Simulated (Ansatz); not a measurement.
# C2H8F2MoO4: the cost of one run

Program: Ansatz 0.2.0, Gaussian basis. Level of theory: the settings change from run to run. These are calculated values, not measurements.

### Step 1. The molecule

The geometry comes from an earlier relaxation with PBE0-D4 in a triple-zeta def2 set; it is a stationary point, not always the lowest conformer. Mo takes a core potential in def2 sets; no spin-orbit term is included.

SMILES `C[O][Mo]([OH])([OH])([F])([F])[O]C`, 17 atoms, charge 0, spin multiplicity 1.

Atoms are counted from 1 here; the program's logs count them from 0.

Bond lengths: C1–O2 1.392 Å, C1–H10 1.094 Å, C1–H11 1.093 Å, C1–H12 1.093 Å, O2–Mo3 1.822 Å, Mo3–O4 1.898 Å, Mo3–O5 1.916 Å, Mo3–F6 1.887 Å, Mo3–F7 1.851 Å, Mo3–O8 1.848 Å, O4–H13 0.961 Å, O5–H14 0.961 Å, O8–C9 1.393 Å, C9–H15 1.097 Å, C9–H16 1.095 Å, C9–H17 1.092 Å. Angles: O2–C1–H10 108.9°, O2–C1–H11 109.3°, O2–C1–H12 108.9°, H10–C1–H11 110.1°, H10–C1–H12 110.0°, H11–C1–H12 109.5°, C1–O2–Mo3 144.2°, O2–Mo3–O4 165.0°, O2–Mo3–O5 80.4°, O2–Mo3–F6 96.9°, O2–Mo3–F7 96.3°, O2–Mo3–O8 95.1°, O4–Mo3–O5 84.6°, O4–Mo3–F6 98.1°, O4–Mo3–F7 84.7°, O4–Mo3–O8 87.5°, O5–Mo3–F6 175.6°, O5–Mo3–F7 94.6° and more.

### Step 2. PBEsol/def2-SVP

Set apart from the defaults: unrestricted orbitals, D4 dispersion.

Input file in.yaml:

```yaml
crystal:
  periodic: [false, false, false]
  atoms:
    - {symbol: C, position_ang: [2.789751, 0.229772, -0.228985]}
    - {symbol: O, position_ang: [1.542699, 0.463500, 0.342434]}
    - {symbol: Mo, position_ang: [-0.225730, 0.710832, -0.020985]}
    - {symbol: O, position_ang: [-1.915207, 0.898284, -0.864988]}
    - {symbol: O, position_ang: [0.427039, 0.420838, -1.798406]}
    - {symbol: F, position_ang: [-0.766719, 1.096163, 1.744765]}
    - {symbol: F, position_ang: [-0.153917, 2.557243, -0.137544]}
    - {symbol: O, position_ang: [-0.725871, -1.014498, 0.414925]}
    - {symbol: C, position_ang: [-1.740046, -1.552500, 1.203723]}
    - {symbol: H, position_ang: [2.679835, 0.189642, -1.316540]}
    - {symbol: H, position_ang: [3.186548, -0.717915, 0.144584]}
    - {symbol: H, position_ang: [3.464988, 1.043450, 0.048135]}
    - {symbol: H, position_ang: [-2.361519, 0.126525, -1.222929]}
    - {symbol: H, position_ang: [-0.193464, 0.627186, -2.501943]}
    - {symbol: H, position_ang: [-2.710146, -1.447204, 0.702523]}
    - {symbol: H, position_ang: [-1.781145, -1.019663, 2.159082]}
    - {symbol: H, position_ang: [-1.536097, -2.612053, 1.372449]}
basis:
  gaussian: {orbitals: def2-SVP}
magnetization: {spin_polarized: true, initial_magnetization: 0}
hamiltonian: {xc: {name: PBEsol}, dispersion: d4}
output: {forces: true}
```

Launch:

```
> ansatz run in.yaml --threads 4 --pin off --events-out ev --progress --plain --max-ram 66560MiB --backend cpu
```

What time and memory should one allow on 4 threads of AMD EPYC 7R13, shared host?

About 4.6 s, with a peak of 0.85 GiB.
